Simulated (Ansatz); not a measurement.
# SiC: the cost of one run

Program: Ansatz 0.2.0. Level of theory: DFT PBE0, scalar-relativistic, plane waves, PAW. These are calculated values, not measurements.

## Step 1: The system as given

The structure is cubic, space group F-43m (No. 216). Conventional cell: a = 4.940 Å, b = 4.940 Å, c = 4.940 Å, α = 90.00°, β = 90.00°, γ = 90.00°. C (site symmetry -43m) has 4 Si at 2.14 Å in its first shell of neighbours. Si (site symmetry -43m) has 4 C at 2.14 Å in its first shell of neighbours.

As a file:

```cif
data_structure
_symmetry_space_group_name_H-M 'F-43m'
_symmetry_Int_Tables_number 216
_cell_length_a 4.9398
_cell_length_b 4.9398
_cell_length_c 4.9398
_cell_angle_alpha 90.000
_cell_angle_beta 90.000
_cell_angle_gamma 90.000
_cell_volume 120.54
loop_
_atom_site_label
_atom_site_type_symbol
_atom_site_symmetry_multiplicity
_atom_site_Wyckoff_symbol
_atom_site_fract_x
_atom_site_fract_y
_atom_site_fract_z
_atom_site_occupancy
C1 C 4 a 0.00000 0.00000 0.00000 1
Si1 Si 4 d 0.25000 0.25000 0.75000 1
```

This is a trial structure built by rule; it need not be a known or stable form of this composition.

This is a trial structure, the zincblende prototype, and another one may lie lower.

## Step 2: Seeking zero pressure, try 1

The input, input.yaml:

```yaml
crystal:
  lattice:
    - [0.0, 2.4699044516, 2.4699044516]
    - [2.4699044516, 0.0, 2.4699044516]
    - [2.4699044516, 2.4699044516, 0.0]
  atoms:
    - { symbol: C, position: [0.0, 0.0, 0.0] }
    - { symbol: Si, position: [0.25, 0.25, 0.25] }
basis:
  ecutwfc: 420
kpoints:
  mp_grid: { grid: [6, 6, 6] }
hamiltonian:
  xc: pbe0
scf:
  occupations: { method: gaussian, width: 0.05 }
output:
  forces: true
  stress: true
  eigenvalues: true
```

The run is started by

```sh
$ ansatz run input.yaml --threads 4 --pin off --max-ram 12288MiB --backend cpu --events-out ev --progress --plain --runs-dir out
```

Q: Estimate wall time and peak memory on 4 threads of Intel Xeon 6975P-C (Granite Rapids), shared host.

About 3.6 s, with a peak of 0.87 GiB.
